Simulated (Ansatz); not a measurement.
# F4H3NZr: the cost of one run

Method: UHF/def2-SVP, in Ansatz 0.2.0.

### 1 Starting point

Bond lengths: Zr1–N2 2.693 Å, Zr1–F3 1.847 Å, Zr1–F4 1.848 Å, Zr1–F5 1.854 Å, Zr1–F7 2.565 Å, N2–H8 1.014 Å, N2–H9 1.015 Å. Angles: Zr1–N2–H8 124.3°, Zr1–N2–H9 123.7°, H8–N2–H9 108.2°, N2–Zr1–F3 91.7°, N2–Zr1–F4 95.5°, N2–Zr1–F5 141.6°, N2–Zr1–F7 55.8°, F3–Zr1–F4 119.4°, F3–Zr1–F5 103.4°, F3–Zr1–F7 121.6°, F4–Zr1–F5 106.8°, F4–Zr1–F7 111.6°, F5–Zr1–F7 86.6°.

Structure file:

```xyz
9

Zr   -1.1137   -0.6228   -0.1147
N     1.4376    0.1853    0.1890
F    -0.6395   -1.7922   -1.4637
F    -1.3064   -1.2574    1.6100
F    -2.7784   -0.0058   -0.6477
H     0.7095    1.2943    0.0377
F    -0.3648    1.8307   -0.1390
H     1.9238    0.2204    1.0787
H     2.1320    0.1476   -0.5503
```

### 2 Run 1

150 steps of 0.5 fs at constant energy, with velocities drawn for 600 K.

File input.yaml:

```yaml
crystal:
  periodic: [false, false, false]
  atoms:
    - { symbol: Zr, position_ang: [-1.1137, -0.6228, -0.1147] }
    - { symbol: "N", position_ang: [1.4376, 0.1853, 0.189] }
    - { symbol: F, position_ang: [-0.6395, -1.7922, -1.4637] }
    - { symbol: F, position_ang: [-1.3064, -1.2574, 1.61] }
    - { symbol: F, position_ang: [-2.7784, -0.0058, -0.6477] }
    - { symbol: H, position_ang: [0.7095, 1.2943, 0.0377] }
    - { symbol: F, position_ang: [-0.3648, 1.8307, -0.139] }
    - { symbol: H, position_ang: [1.9238, 0.2204, 1.0787] }
    - { symbol: H, position_ang: [2.132, 0.1476, -0.5503] }
magnetization:
  spin_polarized: true
basis:
  gaussian: { orbitals: def2-SVP }
hamiltonian:
  xc: hf
md:
  timestep: 0.5
  n_steps: 150
  ensemble: nve
  temperature: 600.0
  initial_velocities: maxwell_boltzmann
  seed: 701070
```

On the command line:

```
$ ansatz run input.yaml --threads 2 --pin off --max-ram 3072MiB --backend cpu --events-out ev --progress --plain --runs-dir out
```

What time and memory should one allow on 2 threads of Arm Neoverse N1, shared host?

About 11 min, with a peak of 0.36 GiB.
